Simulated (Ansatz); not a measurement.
What does this script print? It uses the Ansatz DFT code, driven from Python.

`fold_capb.py`
```python
"""A supercell of CaPb must give the energy of the small cell."""

import warnings

import ansatz as az

FILLING = "cold"


def main() -> None:
    warnings.simplefilter("ignore", az.DeckWarning)

    xtal = (
        az.Lattice.of([3.56664, 0.0, 0.0], [0.0, 3.56664, 0.0], [0.0, 0.0, 4.62751])
        .atom("Ca", [0.0, 0.0, 0.0])
        .atom("Pb", [0.5, 0.5, 0.5])
    )

    # the mesh shrinks as the cell grows, so that all cells sample the same points
    mesh = (4, 4, 4)
    rows = []
    for repeats in [(1, 1, 1), (1, 1, 2)]:
        job = (
            xtal.supercell(*repeats).calculation()
            .functional(az.Functional.R2SCAN)
            .pseudopotentials("paw")
            .occupations(FILLING, width=100 * az.meV)
            .kpoints(*(k // n for k, n in zip(mesh, repeats)))
        )
        report = job.run(threads=1, pin="off").report
        n = len(report["lattice"]["sites"])
        rows.append((repeats, n, report["free_energy_ev"] / n, report["fermi_energy_ev"], report["n_kpoints"], report["n_symmetry_ops"]))
    for row in rows:
        print("; ".join(f"{name} = {round(v, 4) if isinstance(v, float) else v}" for name, v in zip(["repeats", "atoms", "F/atom eV", "Fermi level eV", "k-points", "symmetry operations"], row)))


if __name__ == "__main__":
    main()
```

```console
$ python fold_capb.py
repeats = (1, 1, 1); atoms = 2; F/atom eV = -6871.7837; Fermi level eV = 9.1799; k-points = 18; symmetry operations = 16
repeats = (1, 1, 2); atoms = 4; F/atom eV = -6871.7837; Fermi level eV = 9.1799; k-points = 12; symmetry operations = 32
```

Notes:
- Absolute energies stand on the zero of these potentials, so only differences at equal settings mean something.
- For a metal this k-point mesh is coarse: on a finer one energies can move by several to tens of meV an atom and pressures by half a GPa or more, differences at one mesh by less.
- Spin-orbit coupling, which matters for elements this heavy, is left out.
- The structure comes from a database of computed cells and needn't be a stable or known phase.
- The count of operations in a supercell holds its pure translations too, and an uneven repeat can lower the point group.
- It ran for 11 s on 1 thread of Intel(R) Xeon(R) Platinum 8259CL CPU @ 2.50GHz (Skylake/Cascade Lake), on a shared host, peak memory 0.61 GiB.

(Lines on the test bed's own set-up are left out of the output.)
